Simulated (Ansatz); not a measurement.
# CaW2: the cost of one run

Program: Ansatz 0.2.0. Level of theory: DFT PBE, scalar-relativistic, plane waves, PAW. These are calculated values, not measurements.

## (1) The starting structure

Symmetry: P6/mmm, No. 191, hexagonal system. Conventional cell: a = 5.185 Å, b = 5.185 Å, c = 3.179 Å, α = 90.00°, β = 90.00°, γ = 120.00°. Around Ca (site symmetry 6/mmm) lie 2 Ca at 3.18 Å and 12 W at 3.39 Å. W (site symmetry -6m2) has 5 W at 2.99 to 3.18 Å and 6 Ca at 3.39 Å as nearest neighbours.

Coordinates:

```
Ca W
1.0
     5.18532    0.00000    0.00000
    -2.59266    4.49062    0.00000
     0.00000    0.00000    3.17860
Ca W
1 2
Direct
  0.00000 0.00000 0.00000
  0.33333 0.66667 0.50000
  0.66667 0.33333 0.50000
```

The cell is invented: ordered superstructure of omega (P6/mmm, No. 191). Its size is a rough estimate.

## (2) A first look at the guess

Contents of input.yaml:

```yaml
crystal:
  lattice:
    - [5.18531588, 0.0, 0.0]
    - [-2.59265794, 4.49061528, 0.0]
    - [0.0, 0.0, 3.17859863]
  atoms:
    - { symbol: Ca, position: [0.0, 0.0, 0.0] }
    - { symbol: W, position: [0.33333333, 0.66666667, 0.5] }
    - { symbol: W, position: [0.66666667, 0.33333333, 0.5] }
basis:
  ecutwfc: 420
kpoints:
  mp_grid: { grid: [6, 6, 6] }
hamiltonian:
  xc: pbe
scf:
  occupations: { method: gaussian, width: 0.1 }
  lower_state_search: "off"
output:
  forces: true
  stress: true
  eigenvalues: true
```

Run with:

```console
$ ansatz run input.yaml --threads 1 --pin off --max-ram 2048MiB --backend cpu --events-out ev --progress --plain --runs-dir out
```

What time and memory should one allow on 1 thread of Arm Neoverse V2, shared host?

About 2.4 s, with a peak of 0.34 GiB.
